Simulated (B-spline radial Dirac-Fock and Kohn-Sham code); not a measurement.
**An X-ray data sheet for Lu⁵⁺, step by step**

Aim: for Lu⁵⁺, compute its X-ray form factor and Compton profile and the binding energy of each subshell.

Program: B-spline radial Dirac-Fock and Kohn-Sham code, version 2. Model: a free atom or ion on a radial basis; each step names its model. All values are calculated, but those marked as tabulated.

**1. What is computed**

Lu⁵⁺ in the configuration [Xe] 4f12.

```
nuclear charge     : 71
electrons          : 66
mass number        : 175
nuclear rms radius : 5.37 fm
```

Outer shells as boxes (Hund's rule, for the drawing alone; heavy ions are jj-coupled, and the calculation averages over the configuration):

```
[Xe] core
4f [↑↓][↑↓][↑↓][↑↓][↑↓][↑ ][↑ ]
```

**2. Form factor and Compton profile**

Model: Dirac-Fock average of configuration, finite nucleus; form factor of the spherical density, Waller-Hartree incoherent function, impulse-approximation Compton profiles.

Settings, as recorded:

```ini
task = scatter
Z = 71
charge = 5
configuration = 1s2 2s2 2p6 3s2 3p6 3d10 4s2 4p6 4d10 4f12 5s2 5p6
mass_number = 175
rms_radius = 5.37  # fm
s = [0.0, 0.05, 0.1, 0.15, 0.2, 0.25, 0.3, 0.35, 0.4, 0.45, 0.5, 0.6, 0.7, 0.8, 0.9, 1.0, 1.1, 1.2, 1.4, 1.6, 1.8, 2.0, 2.5, 3.0, 3.5, 4.0, 5.0, 6.0]  # 1/A
pz = [0, 0.1, 0.15, 0.21, 0.31, 0.46, 0.67, 0.99, 1.4, 2.1, 3.1, 4.5, 6.6, 9.7, 14.0, 21.0, 30.0, 45.0, 65.0, 96.0, 140.0]  # a.u.
photon_energy = [2000, 10000, 17479.3, 20000, 30000, 50000, 200000, 1000000]  # eV
```

**3. Binding energies**

Model: Dirac-Fock average of configuration, Delta-SCF, finite nucleus, first-order Breit with its frequency dependence, self-energy and vacuum polarisation.

The run's settings:

```ini
task = binding
```

**Question.** What will these runs give? Wanted: rms radius of the electron cloud; form factor halves at; Compton profile at zero; deepest level listed, K; least bound, N6,7; Kα1.

The runs gave:

| quantity | value |
| --- | --- |
| rms radius of the electron cloud | 0.637 bohr |
| form factor halves at | 0.69 1/Å |
| Compton profile at zero | 6.775 1/a.u. |
| deepest level listed, K (1s) | 63396.2 eV |
| least bound, N6,7 (4f) | 90.43 eV |
| Kα1 | 54063.2 eV |
| ionisation energy, NIST (theoretical) | 98.0000 eV |

In words: f falls from 66 to half of that at s = 0.69 1/Å. Incoherent scattering outweighs coherent from 200 keV on, among the energies asked. The K (1s) level lies 82.8 eV under Koopmans' value by relaxation alone; Breit gives -199.84 and QED -104.33 eV. NIST's ionisation energy differs by +7.57 eV from the least binding energy; the calculation averages open shells over their j components and terms. The Hartree-Fock and Dirac-Fock values hold no electron correlation.
